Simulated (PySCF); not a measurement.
**A diatomic session: BeSn**

An exercise on one series of results from a longer session: the logs are not shown, and one member is left open.

Method: Be aug-cc-pVDZ, Sn aug-cc-pVDZ-PP with ECP28, scalar-relativistic core potentials; program: PySCF 2.14.0.

The first run:

Settings of the job:

* atoms: Be, Sn
* charge: 0
* basis: Be aug-cc-pVDZ, Sn aug-cc-pVDZ-PP with ECP28
* Hamiltonian: scalar-relativistic core potentials
* basis functions: 55
* electrons treated: 26
* masses in u: 9.0122, 119.9022
* levels: PBE0, PBE, r²SCAN, r²SCAN0, MN15, BHandHLYP, CAM-B3LYP, HF, MP2, SCS-MP2, CCSD, CCSD(T)
* grid: 80 radial by 434 angular points
* occupations: held fixed by the projection of orbital angular momentum
* dissociation limit: Be + Sn, each in its ground configuration
* starting distance in angstrom: 2.310
* values of 2S to try: 0, 2

Started as:

```console
OMP_NUM_THREADS=1 python dia.py task.json out
```

Among the steps run: Set-up; The PBE0 curve of the state that the search chose; Other states along the same grid; PBE (GGA); r²SCAN; r²SCAN0; MN15 (hybrid meta-GGA); BHandHLYP; CAM-B3LYP; ROHF; Correlated methods on the Hartree–Fock reference.

One table of the session follows, with a row left open; its other results are not shown here.

It belongs to the step «Constants by level of theory». 

```
       level  Re (Å)  ωe (cm⁻¹)  De (eV)
        ROHF       ?          ?        ?
    ROHF-MP2   2.361        475     0.98
ROHF-SCS-MP2   2.389        434     0.77
   ROHF-CCSD   2.421        394     0.71
ROHF-CCSD(T)   2.400        424     0.87
         PBE   2.358        453     1.44
      r²SCAN   2.349        461     1.48
        PBE0   2.357        448     1.27
     r²SCAN0   2.355        453     1.34
        MN15   2.365        426     1.22
   BHandHLYP   2.370        420     0.90
   CAM-B3LYP   2.353        428     0.95
```

**Question.** Estimate the row for ROHF.

As computed: Re (Å): 2.492; ωe (cm⁻¹): 276.2; De (eV): 0.277. In the column «Re (Å)» it is the highest.

De is counted to Be + Sn in their ground configurations.
